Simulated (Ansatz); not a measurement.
# As started on a P site in chalcopyrite ZnGeP2, 16 atoms, charge +1

Aim: a base single point, then the same cell under other settings, to see what each one moves.

Program: Ansatz 0.2.0, PAW, plane waves. These are calculated values, not measurements.

### 1 The system as built

16 atoms (4 Zn, 4 Ge, 7 P, 1 As); a = 5.424 Å, b = 5.424 Å, c = 10.709 Å, α = 90.00°, β = 90.00°, γ = 90.00°. All atoms were shaken off their sites by about 0.04 Å along each axis. Defect site 1: (0.248, 0.250, 0.625). Starting moments add up to 1 μB.

### 2 PBEsol single point

File in.yaml:

```yaml
crystal:
  lattice:
    - [5.424133, -0.000044, -0.000015]
    - [-0.000044, 5.424133, -0.000015]
    - [-0.000030, -0.000030, 10.708528]
  atoms:
    - { symbol: Zn, position: [0.992157, 0.007741, 0.998722] }
    - { symbol: Zn, position: [0.004965, 0.500347, 0.245622] }
    - { symbol: Zn, position: [0.491160, 0.004242, 0.752194], spin: 0.2 }
    - { symbol: Zn, position: [0.511907, 0.486518, 0.497938], spin: 0.2 }
    - { symbol: Ge, position: [0.987418, 0.001111, 0.497567], spin: 0.2 }
    - { symbol: Ge, position: [0.492184, 0.992070, 0.251204] }
    - { symbol: Ge, position: [0.490590, 0.496850, 0.005031] }
    - { symbol: Ge, position: [0.003121, 0.484419, 0.746913], spin: 0.2 }
    - { symbol: P, position: [0.240196, 0.247424, 0.120487] }
    - { symbol: P, position: [0.761949, 0.751778, 0.126766] }
    - { symbol: P, position: [0.751761, 0.251213, 0.370208] }
    - { symbol: P, position: [0.237920, 0.761690, 0.372918] }
    - { symbol: P, position: [0.254877, 0.745858, 0.871899] }
    - { symbol: P, position: [0.755892, 0.748656, 0.622355] }
    - { symbol: P, position: [0.757634, 0.252476, 0.875195] }
    - { symbol: As, position: [0.252698, 0.258575, 0.628322], spin: 0.2 }
kpoints:
  mp_grid: { grid: [2, 2, 2], shift: [0.5, 0.5, 0.5] }
hamiltonian:
  xc: pbesol
total_charge: 1
magnetization:
  spin_polarized: true
scf:
  occupations: { method: fermi_dirac, width: 0.01 }
output:
  forces: true
  eigenvalues: true
  populations: true
  charged_corrections: { epsilon: 11 }
```

Started as:

```sh
ansatz run in.yaml --threads 7 --pin off --max-ram 13300MiB --runs-dir r --events-out ev --progress --plain
```

### 3 Run again with mixing beta 0.2

in.yaml, as its differences from that of step 2:

```diff
@@ -31,2 +31,4 @@
   occupations: { method: fermi_dirac, width: 0.01 }
+  max_iter: 50
+  mixing: { beta: 0.2 }
 output:
@@ -34,3 +36,2 @@
   eigenvalues: true
-  populations: true
-  charged_corrections: { epsilon: 11 }
+  stress: true
```

### 4 Variant: occupations fixed, smearing width 0.5 eV

in.yaml, as its differences from that of step 3:

```diff
@@ -30,5 +30,4 @@
 scf:
-  occupations: { method: fermi_dirac, width: 0.01 }
+  occupations: { method: fixed, width: 0.5 }
   max_iter: 50
-  mixing: { beta: 0.2 }
 output:
```

### 5 Run again with k points one point at (½, ½, ½), cutoff 300 eV

in.yaml, as its differences from that of step 4:

```diff
@@ -23,3 +23,4 @@
 kpoints:
-  mp_grid: { grid: [2, 2, 2], shift: [0.5, 0.5, 0.5] }
+  mp_grid: { grid: [1, 1, 1], shift: [0.5, 0.5, 0.5] }
+basis: { ecutwfc: 300 }
 hamiltonian:
@@ -30,4 +31,4 @@
 scf:
-  occupations: { method: fixed, width: 0.5 }
-  max_iter: 50
+  occupations: { method: fermi_dirac, width: 0.01 }
+  max_iter: 60
 output:
```

### 6 Run again with starting moment 4 μB, functional PBE, accuracy high

File in.yaml:

```yaml
accuracy: high
crystal:
  lattice:
    - [5.424133, -0.000044, -0.000015]
    - [-0.000044, 5.424133, -0.000015]
    - [-0.000030, -0.000030, 10.708528]
  atoms:
    - { symbol: Zn, position: [0.992157, 0.007741, 0.998722] }
    - { symbol: Zn, position: [0.004965, 0.500347, 0.245622] }
    - { symbol: Zn, position: [0.491160, 0.004242, 0.752194] }
    - { symbol: Zn, position: [0.511907, 0.486518, 0.497938] }
    - { symbol: Ge, position: [0.987418, 0.001111, 0.497567] }
    - { symbol: Ge, position: [0.492184, 0.992070, 0.251204] }
    - { symbol: Ge, position: [0.490590, 0.496850, 0.005031] }
    - { symbol: Ge, position: [0.003121, 0.484419, 0.746913] }
    - { symbol: P, position: [0.240196, 0.247424, 0.120487] }
    - { symbol: P, position: [0.761949, 0.751778, 0.126766] }
    - { symbol: P, position: [0.751761, 0.251213, 0.370208] }
    - { symbol: P, position: [0.237920, 0.761690, 0.372918] }
    - { symbol: P, position: [0.254877, 0.745858, 0.871899] }
    - { symbol: P, position: [0.755892, 0.748656, 0.622355] }
    - { symbol: P, position: [0.757634, 0.252476, 0.875195] }
    - { symbol: As, position: [0.252698, 0.258575, 0.628322] }
kpoints:
  mp_grid: { grid: [2, 2, 2], shift: [0.5, 0.5, 0.5] }
hamiltonian:
  xc: pbe
total_charge: 1
magnetization:
  spin_polarized: true
  initial_magnetization: 4
scf:
  occupations: { method: fermi_dirac, width: 0.01 }
  max_iter: 50
output:
  forces: true
  eigenvalues: true
  stress: true
```

### 7 Changed settings: smearing width 0.2 eV, starting moment 4 μB, density cutoff ratio 6

in.yaml, as its differences from that of step 6:

```diff
@@ -1,2 +1 @@
-accuracy: high
 crystal:
@@ -25,4 +24,5 @@
   mp_grid: { grid: [2, 2, 2], shift: [0.5, 0.5, 0.5] }
+basis: { ecutrho_ratio: 6 }
 hamiltonian:
-  xc: pbe
+  xc: pbesol
 total_charge: 1
@@ -32,4 +32,4 @@
 scf:
-  occupations: { method: fermi_dirac, width: 0.01 }
-  max_iter: 50
+  occupations: { method: fermi_dirac, width: 0.2 }
+  max_iter: 100
 output:
```

### 8 Variant: density cutoff ratio 1, occupations tetrahedron, accuracy low

File in.yaml:

```yaml
accuracy: low
crystal:
  lattice:
    - [5.424133, -0.000044, -0.000015]
    - [-0.000044, 5.424133, -0.000015]
    - [-0.000030, -0.000030, 10.708528]
  atoms:
    - { symbol: Zn, position: [0.992157, 0.007741, 0.998722] }
    - { symbol: Zn, position: [0.004965, 0.500347, 0.245622] }
    - { symbol: Zn, position: [0.491160, 0.004242, 0.752194], spin: 0.2 }
    - { symbol: Zn, position: [0.511907, 0.486518, 0.497938], spin: 0.2 }
    - { symbol: Ge, position: [0.987418, 0.001111, 0.497567], spin: 0.2 }
    - { symbol: Ge, position: [0.492184, 0.992070, 0.251204] }
    - { symbol: Ge, position: [0.490590, 0.496850, 0.005031] }
    - { symbol: Ge, position: [0.003121, 0.484419, 0.746913], spin: 0.2 }
    - { symbol: P, position: [0.240196, 0.247424, 0.120487] }
    - { symbol: P, position: [0.761949, 0.751778, 0.126766] }
    - { symbol: P, position: [0.751761, 0.251213, 0.370208] }
    - { symbol: P, position: [0.237920, 0.761690, 0.372918] }
    - { symbol: P, position: [0.254877, 0.745858, 0.871899] }
    - { symbol: P, position: [0.755892, 0.748656, 0.622355] }
    - { symbol: P, position: [0.757634, 0.252476, 0.875195] }
    - { symbol: As, position: [0.252698, 0.258575, 0.628322], spin: 0.2 }
kpoints:
  mp_grid: { grid: [2, 2, 2], shift: [0.5, 0.5, 0.5] }
basis: { ecutrho_ratio: 1 }
hamiltonian:
  xc: pbesol
total_charge: 1
magnetization:
  spin_polarized: true
scf:
  occupations: { method: tetrahedron }
  max_iter: 100
output:
  forces: true
  eigenvalues: true
  stress: true
```

Before running it: what results should come out? Wanted: for each run, settings; status; energy from base; forces from base.

The runs gave:

| settings | status | cycles | time | energy from base (meV/atom) | forces from base (eV/Å rms) | filled to empty level on the mesh (eV) |
| --- | --- | --- | --- | --- | --- | --- |
| base | converged | 24 | 10 s (7 CPU threads) | 0 | 0 | none |
| mixing beta 0.2 | converged | 24 | 9.8 s (7 CPU threads) | 0.0 | 0.000 | - |
| occupations fixed, smearing width 0.5 eV | refused | - | 0.1 s (7 CPU threads) | - | - | - |
| k points one point at (½, ½, ½), cutoff 300 eV | converged, settings too loose | 20 | 1.3 s (7 CPU threads) | +444.5 | 0.217 | 0.07 |
| starting moment 4 μB, functional PBE, accuracy high | converged | 17 | 7.1 s (7 CPU threads) | - | 0.032 | - |
| smearing width 0.2 eV, starting moment 4 μB, density cutoff ratio 6 | converged | 17 | 7.7 s (7 CPU threads) | -4.9 | 0.017 | - |
| density cutoff ratio 1, occupations tetrahedron, accuracy low | converged, settings too loose | 18 | 8.7 s (7 CPU threads) | -1050.1 | 0.387 | 0.03 |

The base run shows no spacing between filled and empty levels on this coarse mesh with displaced atoms and smearing, so occupations can shift between runs, and part of each change may come from that and not from the setting itself.

**What this shows.** Among these variants the forces move most with density cutoff ratio 1, occupations tetrahedron, accuracy low (0.387 eV/Å rms) and least with mixing beta 0.2 (0.000). 1 of 6 variants gave no result: occupations fixed, smearing width 0.5 eV (refused).
